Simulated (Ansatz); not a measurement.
**C₆H₁₈W: one species, many methods**

The task here is to estimate one member of a computed series from the others.

Computed with Ansatz 0.2.0, Gaussian basis. Level: functionals in def2-TZVPP, the program's frozen cores in correlated methods.

The runs, in order: LDA (SPW92), PBE-D4, revPBE-D4, BLYP-D4, r2SCAN-D4, B97M-V, PBE0-D4, B3LYP-D4, r2SCANh-D4, r2SCAN0-D4, HSE06-D4, BHLYP-D4, CAM-B3LYP-D4, LC-ωPBE, ωB97X-V, ωB97M-V, B2PLYP, PBE-QIDH; CCSD(T)/def2-SVP; MP2/def2-TZVPP; MP2/def2-QZVPP; RPA on PBE.

1 further run of the same task is left out (it didn't finish).

### Structure used throughout

An earlier PBE0-D4 in a triple-zeta def2 set relaxation fixed the geometry. W takes the def2 core potential; no spin-orbit term is included.

SMILES `[CH3][W]([CH3])([CH3])([CH3])([CH3])[CH3]`, 25 atoms, charge 0, spin multiplicity 1.

Atoms are counted from 1 here; the program's logs count them from 0.

Bond lengths: C1–W2 2.126 Å, C1–H8 1.090 Å, C1–H9 1.100 Å, C1–H10 1.094 Å, W2–C3 2.126 Å, W2–C4 2.178 Å, W2–C5 2.178 Å, W2–C6 2.126 Å, W2–C7 2.178 Å, C3–H11 1.100 Å, C3–H12 1.094 Å, C3–H13 1.090 Å, C4–H14 1.088 Å, C4–H15 1.095 Å, C4–H16 1.097 Å, C5–H17 1.097 Å, C5–H18 1.088 Å, C5–H19 1.095 Å and more. Angles: W2–C1–H8 116.4°, W2–C1–H9 104.4°, W2–C1–H10 110.8°, H8–C1–H9 108.5°, H8–C1–H10 108.6°, H9–C1–H10 107.8°, C1–W2–C3 95.0°, C1–W2–C4 76.3°, C1–W2–C5 134.7°, C1–W2–C6 95.0°, C1–W2–C7 129.6°, C3–W2–C4 129.6°, C3–W2–C5 76.3°, C3–W2–C6 95.0°, C3–W2–C7 134.7°, C4–W2–C5 76.1°, C4–W2–C6 134.7°, C4–W2–C7 76.1° and more.

The first run:

File in.yaml:

```yaml
crystal:
  periodic: [false, false, false]
  atoms:
    - {symbol: C, position_ang: [0.830372, -1.257065, -1.651957]}
    - {symbol: W, position_ang: [0.186352, -0.059981, -0.016736]}
    - {symbol: C, position_ang: [1.105677, -1.268167, 1.472187]}
    - {symbol: C, position_ang: [-1.639125, -0.404838, -1.152793]}
    - {symbol: C, position_ang: [-1.352622, -0.253858, 1.511649]}
    - {symbol: C, position_ang: [1.794932, 1.324061, -0.153418]}
    - {symbol: C, position_ang: [-0.802317, 1.880257, -0.020047]}
    - {symbol: H, position_ang: [0.277034, -2.180576, -1.824966]}
    - {symbol: H, position_ang: [1.871332, -1.514328, -1.408631]}
    - {symbol: H, position_ang: [0.837763, -0.675777, -2.579062]}
    - {symbol: H, position_ang: [2.155546, -1.341957, 1.153886]}
    - {symbol: H, position_ang: [0.683384, -2.277695, 1.467617]}
    - {symbol: H, position_ang: [1.079550, -0.884933, 2.492692]}
    - {symbol: H, position_ang: [-2.526608, 0.134202, -0.829548]}
    - {symbol: H, position_ang: [-1.459652, -0.191547, -2.211320]}
    - {symbol: H, position_ang: [-1.832787, -1.481016, -1.059919]}
    - {symbol: H, position_ang: [-0.957642, 0.283892, 2.382919]}
    - {symbol: H, position_ang: [-2.333752, 0.150038, 1.273043]}
    - {symbol: H, position_ang: [-1.460440, -1.305992, 1.793727]}
    - {symbol: H, position_ang: [2.678378, 0.697722, -0.343693]}
    - {symbol: H, position_ang: [1.948028, 1.836622, 0.801211]}
    - {symbol: H, position_ang: [1.725129, 2.072936, -0.942914]}
    - {symbol: H, position_ang: [-1.875101, 1.883857, 0.158245]}
    - {symbol: H, position_ang: [-0.614411, 2.293522, -1.019142]}
    - {symbol: H, position_ang: [-0.319030, 2.540631, 0.706951]}
basis:
  gaussian: {orbitals: def2-TZVPP}
hamiltonian: {xc: lda}
output: {orbitals: {seedname: orbitals}}
```

On the command line:

```sh
> ansatz run in.yaml --threads 4 --pin off --events-out ev --progress --plain --max-ram 66560MiB --backend cuda --devices 0, --max-vram 37GiB
```

Among the steps run: LDA; PBE-D4 (GGA); revPBE-D4 (GGA); BLYP-D4 (GGA); r2SCAN-D4 (meta-GGA); B97M-V (meta-GGA); PBE0-D4 (hybrid); B3LYP-D4 (hybrid); r2SCANh-D4 (hybrid); r2SCAN0-D4 (hybrid); HSE06-D4 (hybrid); BHLYP-D4 (hybrid); CAM-B3LYP-D4 (range-separated); LC-ωPBE (range-separated); ωB97X-V (range-separated); ωB97M-V (range-separated); B2PLYP (double hybrid); PBE-QIDH (double hybrid).

One table of the session follows, with a row left open; its other results are not shown here.

It belongs to the step «Frontier levels by functional». 

| functional | HOMO (eV) | LUMO (eV) | gap (eV) |
| --- | --- | --- | --- |
| LDA (SPW92) | -5.90 | -3.17 | 2.73 |
| PBE-D4 | -5.78 | -2.94 | 2.84 |
| revPBE-D4 | -5.72 | -2.85 | 2.87 |
| BLYP-D4 | -5.66 | -2.82 | 2.84 |
| r2SCAN-D4 | -5.99 | -2.76 | 3.22 |
| B97M-V | -6.13 | -2.79 | 3.34 |
| PBE0-D4 | -6.95 | -2.02 | 4.93 |
| B3LYP-D4 | -6.76 | -2.25 | 4.51 |
| r2SCANh-D4 | -6.43 | -2.43 | 4.00 |
| r2SCAN0-D4 | -7.09 | -1.91 | 5.18 |
| HSE06-D4 | -6.55 | -2.40 | 4.15 |
| BHLYP-D4 | -8.04 | -0.94 | 7.10 |
| CAM-B3LYP-D4 | -8.30 | -0.92 | 7.38 |
| LC-ωPBE | ? | ? | ? |
| ωB97X-V | -9.29 | 0.14 | 9.43 |
| ωB97M-V | -9.20 | 0.01 | 9.21 |

Q: Estimate the row for LC-ωPBE from the others.

**Answer.** HOMO (eV): -9.61; LUMO (eV): 0.25; gap (eV): 9.86. In the column «HOMO (eV)» it is the lowest.
